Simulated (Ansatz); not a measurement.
# CH8ClNSi2: basis-set convergence

An exercise on one series of results from a longer session: the logs are not shown, and one member is left open.

The runs use Ansatz 0.2.0, Gaussian basis; one geometry, several basis sets.

Plan: PBE0-D4/def2-SVP; ωB97M-V/def2-SVP; PBE0-D4/def2-QZVPP; ωB97M-V/def2-QZVPP; the functionals' def2-TZVPP values are taken from earlier runs.

### The geometry

An earlier PBE0-D4 in a triple-zeta def2 set relaxation fixed the geometry.

SMILES `NC[SiH2][SiH2]Cl`, 13 atoms, charge 0, spin multiplicity 1.

Atoms are counted from 1 here; the program's logs count them from 0.

Bond lengths: N1–C2 1.458 Å, N1–H6 1.013 Å, N1–H7 1.012 Å, C2–Si3 1.887 Å, C2–H8 1.095 Å, C2–H9 1.101 Å, Si3–Si4 2.340 Å, Si3–H10 1.491 Å, Si3–H11 1.488 Å, Si4–Cl5 2.071 Å, Si4–H12 1.485 Å, Si4–H13 1.486 Å. Angles: C2–N1–H6 111.1°, C2–N1–H7 110.8°, H6–N1–H7 107.0°, N1–C2–Si3 110.0°, N1–C2–H8 108.8°, N1–C2–H9 115.1°, Si3–C2–H8 106.9°, Si3–C2–H9 109.2°, H8–C2–H9 106.4°, C2–Si3–Si4 110.3°, C2–Si3–H10 109.5°, C2–Si3–H11 111.3°, Si4–Si3–H10 108.0°, Si4–Si3–H11 109.2°, H10–Si3–H11 108.5°, Si3–Si4–Cl5 108.3°, Si3–Si4–H12 112.8°, Si3–Si4–H13 112.5° and more.

Set-up of the first run:

in.yaml

```yaml
crystal:
  periodic: [false, false, false]
  atoms:
    - {symbol: N, position_ang: [-0.161794, 2.096741, 1.236541]}
    - {symbol: C, position_ang: [-0.623412, 0.962852, 0.444566]}
    - {symbol: Si, position_ang: [0.721835, -0.357073, 0.360516]}
    - {symbol: Si, position_ang: [0.096475, -2.061136, -1.116842]}
    - {symbol: Cl, position_ang: [-0.347218, -1.203284, -2.948981]}
    - {symbol: H, position_ang: [-0.886297, 2.798703, 1.324988]}
    - {symbol: H, position_ang: [0.632309, 2.543868, 0.796485]}
    - {symbol: H, position_ang: [-1.485226, 0.508913, 0.945533]}
    - {symbol: H, position_ang: [-0.952772, 1.209110, -0.576677]}
    - {symbol: H, position_ang: [1.985434, 0.250306, -0.146965]}
    - {symbol: H, position_ang: [0.987105, -0.944240, 1.702256]}
    - {symbol: H, position_ang: [1.176457, -3.056418, -1.339308]}
    - {symbol: H, position_ang: [-1.122596, -2.783141, -0.667311]}
basis:
  gaussian: {orbitals: def2-SVP}
hamiltonian: {xc: pbe0, dispersion: d4}
output: {orbitals: {seedname: orbitals}}
```

Steps of the session up to this table: PBE0-D4 in def2-SVP; ωB97M-V in def2-SVP; PBE0-D4 in def2-QZVPP; ωB97M-V in def2-QZVPP.

One of the session's tables, all rows but one given; the rest of the session is left out.

It belongs to the step «Density functionals: the series». 

| functional | basis | HOMO (eV) | LUMO (eV) |
| --- | --- | --- | --- |
| PBE0-D4 | def2-SVP | ? | ? |
| PBE0-D4 | def2-TZVPP | -7.07 | -0.45 |
| PBE0-D4 | def2-QZVPP | -7.12 | -0.57 |
| ωB97M-V | def2-SVP | -9.17 | 1.78 |
| ωB97M-V | def2-TZVPP | -9.43 | 1.34 |
| ωB97M-V | def2-QZVPP | -9.48 | 1.07 |

**Question.** Estimate the row for PBE0-D4, def2-SVP.

As computed: HOMO (eV): -6.81; LUMO (eV): -0.16. In the column «HOMO (eV)» it is the highest.
